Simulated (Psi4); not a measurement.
**TPSSh/6-31G(d) (spherical functions) run of Ge2H6 (SMILES [GeH3][GeH3])**

Aim: the vertical ionisation energy of Ge2H6 at TPSSh/6-31G* (spherical functions), from 2 runs. The job is set up through a Python script.

The results are computed with Psi4 1.11.

3 further runs of the same task are left out: 1 that didn't finish, 2 set aside as unsound or not needed.

### 1 Starting point

Ge2H6 has 8 atoms, charge 0, and is taken as a singlet. SMILES: `[GeH3][GeH3]`. The coordinates come from a PBE0-D4/def2-TZVP relaxation.

Bond lengths: Ge1–Ge2 2.420 Å, Ge1–H3 1.537 Å, Ge1–H4 1.537 Å, Ge1–H5 1.537 Å, Ge2–H6 1.537 Å, Ge2–H7 1.537 Å, Ge2–H8 1.537 Å. Some angles: Ge1–Ge2–H6 110.3°, Ge1–Ge2–H7 110.3°, Ge1–Ge2–H8 110.3°, Ge2–Ge1–H3 110.3°, Ge2–Ge1–H4 110.3°, Ge2–Ge1–H5 110.3°, H6–Ge2–H7 108.6°, H6–Ge2–H8 108.6°, H7–Ge2–H8 108.6°, H3–Ge1–H4 108.6°.

### 2 Energy and gradient at TPSSh/6-31G(d) (spherical functions)

The input, job.py:

```python
import psi4

psi4.set_memory(2200000000)
psi4.set_num_threads(1)
psi4.set_output_file('run.log', False)

m = psi4.geometry("""
0 1
Ge    -0.569150     0.281910    -1.029950
Ge     0.569150    -0.281910     1.029950
H     -0.360530    -0.825230    -2.075830
H     -2.077470     0.442320    -0.780090
H     -0.023210     1.601970    -1.597890
H      0.367430     0.829100     2.073090
H      2.076310    -0.450460     0.778490
H      0.017470    -1.597700     1.602230
symmetry c1
""")

psi4.set_options({
    'basis': '6-31G*',
    'reference': 'rks',
    'puream': True,
    'e_convergence': 1e-09,
    'd_convergence': 1e-08,
    'scf_type': 'pk',
    'dft_radial_points': 99,
    'dft_spherical_points': 590,
})

result, w = psi4.gradient('tpssh', molecule=m, return_wfn=True)
print('gradient / Eh bohr^-1')
print(result.np.round(6))
print(f'energy = {w.energy():.10f} Eh')
```

Run with:

```bash
$ python job.py
```

run.log:

```text
[...]
  Running in c1 symmetry.
[...]
  Nuclear repulsion =  323.373940276510041
[...]
  Multiplicity = 1
[...]
  Nalpha       = 35
  Nbeta        = 35
[...]
    Number of basis functions: 76
[...]
   @RKS iter   1: -4154.06317986633076   -3.43759e+00   5.03861e-02 ADIIS/DIIS
[...]
   @RKS iter  10: -4156.97169295919139    1.81899e-12   1.77157e-09 DIIS
[...]
    Orbital Energies [Eh]
    ---------------------
    Doubly Occupied:
       1A   -398.453261     2A   -398.453241     3A    -49.604144
       4A    -49.604107     5A    -44.098967     6A    -44.098937
       7A    -44.098599     8A    -44.098599     9A    -44.098594
      10A    -44.098594    11A     -6.167560    12A     -6.167525
      13A     -4.332573    14A     -4.332212    15A     -4.331998
      16A     -4.331998    17A     -4.331969    18A     -4.331969
      19A     -1.151071    20A     -1.148713    21A     -1.148713
      22A     -1.147412    23A     -1.147412    24A     -1.145845
      25A     -1.145845    26A     -1.144106    27A     -1.144106
      28A     -1.142506    29A     -0.566761    30A     -0.505364
      31A     -0.346133    32A     -0.346132    33A     -0.321653
      34A     -0.321651    35A     -0.279267
[...]
  @RKS Final Energy: -4156.97169295919139
   => Energetics <=
    Nuclear Repulsion Energy =            323.3739402765100408
    One-Electron Energy =               -6436.4338511866644694
    Two-Electron Energy =                2100.5590848447618555
    DFT Exchange-Correlation Energy =    -144.4708668937990410
    Empirical Dispersion Energy =           0.0000000000000000
    VV10 Nonlocal Energy =                  0.0000000000000000
    Total Energy =                      -4156.9716929591913868
[...]
 Multipole Moments:
 ------------------------------------------------------------------------------------
     Multipole            Electronic (a.u.)      Nuclear  (a.u.)        Total (a.u.)
 ------------------------------------------------------------------------------------
 L = 1.  Multiply by 2.5417464519 to convert [e a0] to [Debye]
 Dipole X            :          0.0000032            0.0000000            0.0000032
 Dipole Y            :         -0.0000038            0.0000000           -0.0000038
 Dipole Z            :         -0.0000030            0.0000000           -0.0000030
 Magnitude           :                                                    0.0000058
[...]
  -Total Gradient:
     Atom            X                  Y                   Z
    ------   -----------------  -----------------  -----------------
       1       -0.000373990355     0.000185874376    -0.000686130024
       2        0.000376128988    -0.000188738983     0.000683999725
       3        0.000148322349     0.000516927888     0.001095833207
       4        0.001145988976    -0.000229465377     0.000338902549
       5       -0.000053320094    -0.000901816268     0.000817989318
       6       -0.000147254735    -0.000513791852    -0.001094204844
       7       -0.001148313112     0.000227718762    -0.000339074015
       8        0.000052351897     0.000903326823    -0.000817306611
[...]
```

Standard output:

```text
gradient / Eh bohr^-1
[[-3.740e-04  1.860e-04 -6.860e-04]
 [ 3.760e-04 -1.890e-04  6.840e-04]
 [ 1.480e-04  5.170e-04  1.096e-03]
 [ 1.146e-03 -2.290e-04  3.390e-04]
 [-5.300e-05 -9.020e-04  8.180e-04]
 [-1.470e-04 -5.140e-04 -1.094e-03]
 [-1.148e-03  2.280e-04 -3.390e-04]
 [ 5.200e-05  9.030e-04 -8.170e-04]]
energy = -4156.9716929592 Eh
```

Run time: 62 s. Hardware: 1 thread of Intel Xeon Platinum 8259CL at 2.50GHz (Skylake/Cascade Lake), shared host; peak memory 1.2 GiB.

### 3 The doublet cation: the energy at UTPSSh/6-31G(d) (spherical functions)

The input, calc.py:

```python
import psi4

psi4.set_memory(2200000000)
psi4.set_num_threads(1)
psi4.set_output_file('run.log', False)

geom = psi4.geometry("""
1 2
Ge    -0.569150     0.281910    -1.029950
Ge     0.569150    -0.281910     1.029950
H     -0.360530    -0.825230    -2.075830
H     -2.077470     0.442320    -0.780090
H     -0.023210     1.601970    -1.597890
H      0.367430     0.829100     2.073090
H      2.076310    -0.450460     0.778490
H      0.017470    -1.597700     1.602230
symmetry c1
no_reorient
no_com
""")

options = {'basis': '6-31G*', 'reference': 'uks', 'puream': True, 'e_convergence': 1e-09, 'd_convergence': 1e-08, 'scf_type': 'pk', 'dft_radial_points': 99, 'dft_spherical_points': 590, 'maxiter': 100}
psi4.set_options(options)

e_tot, wfn = psi4.energy("tpssh", return_wfn=True)
psi4.oeprop(wfn, "MAYER_INDICES", "LOWDIN_CHARGES", "WIBERG_LOWDIN_INDICES")
print(f'total energy {e_tot:.8f} hartree = {e_tot * 27.211386:.5f} eV')
```

Run with:

```bash
$ python calc.py
```

run.log:

```text
[...]
  Running in c1 symmetry.
[...]
  Nuclear repulsion =  323.373940276510041
[...]
  Multiplicity = 2
[...]
  Nalpha       = 35
  Nbeta        = 34
[...]
    Number of basis functions: 76
[...]
   @UKS iter   1: -4153.84005359061757   -3.21447e+00   4.98716e-02 DIIS/ADIIS
[...]
   @UKS iter  14: -4156.59525181228764    0.00000e+00   7.22363e-09 DIIS
[...]
   @S^2 Observed:                7.516545696E-01
[...]
    Orbital Energies [Eh]
    ---------------------
    Alpha Occupied:
       1A   -398.706212     2A   -398.706192     3A    -49.856792
       4A    -49.856755     5A    -44.353861     6A    -44.353831
       7A    -44.350359     8A    -44.350359     9A    -44.350355
      10A    -44.350355    11A     -6.420586    12A     -6.420548
      13A     -4.592425    14A     -4.592040    15A     -4.581533
      16A     -4.581533    17A     -4.581501    18A     -4.581501
      19A     -1.411076    20A     -1.404280    21A     -1.404280
      22A     -1.401057    23A     -1.400627    24A     -1.400627
      25A     -1.394230    26A     -1.394229    27A     -1.393877
      28A     -1.393877    29A     -0.820346    30A     -0.738251
      31A     -0.571440    32A     -0.571439    33A     -0.543592
      34A     -0.543591    35A     -0.543024
[...]
  @UKS Final Energy: -4156.59525181228764
   => Energetics <=
    Nuclear Repulsion Energy =            323.3739402765100408
    One-Electron Energy =               -6419.0577941385963641
    Two-Electron Energy =                2083.2893670919706892
    DFT Exchange-Correlation Energy =    -144.2007650421727192
    Empirical Dispersion Energy =           0.0000000000000000
    VV10 Nonlocal Energy =                  0.0000000000000000
    Total Energy =                      -4156.5952518122876427
[...]
 Multipole Moments:
 ------------------------------------------------------------------------------------
     Multipole            Electronic (a.u.)      Nuclear  (a.u.)        Total (a.u.)
 ------------------------------------------------------------------------------------
 L = 1.  Multiply by 2.5417464519 to convert [e a0] to [Debye]
 Dipole X            :          0.0000012            0.0000000            0.0000012
 Dipole Y            :          0.0000003            0.0000000            0.0000003
 Dipole Z            :         -0.0000001            0.0000000           -0.0000001
 Magnitude           :                                                    0.0000012
[...]
```

On the terminal:

```text
total energy -4156.59525181 hartree = -113106.71784 eV
```

Wall time 91 s (1 thread of Intel Xeon Platinum 8259CL at 2.50GHz (Skylake/Cascade Lake), shared host); peak memory 1.2 GiB.

### 4 Outcome

Level: TPSSh/6-31G* (spherical functions).

```
                                          quantity           value
                       singlet Ge2H6: total energy  -4156.97169 Eh
                      singlet Ge2H6: dipole moment          0.00 D
                        singlet Ge2H6: HOMO energy        -7.60 eV
                        singlet Ge2H6: LUMO energy         0.10 eV
                      singlet Ge2H6: HOMO–LUMO gap         7.70 eV
           singlet Ge2H6: largest force on an atom      0.063 eV/Å
                      doublet cation: total energy  -4156.59525 Eh
doublet cation: HOMO energy (highest over α and β)       -14.55 eV
 doublet cation: LUMO energy (lowest over α and β)       -12.84 eV
                              doublet cation: ⟨S²⟩           0.752
vertical ionisation energy (to the doublet cation)       10.243 eV
```

Removing an electron at fixed nuclei costs 10.24 eV (988 kJ/mol). The negative HOMO energy of the first species, 7.60 eV, lies 2.64 eV below that difference.
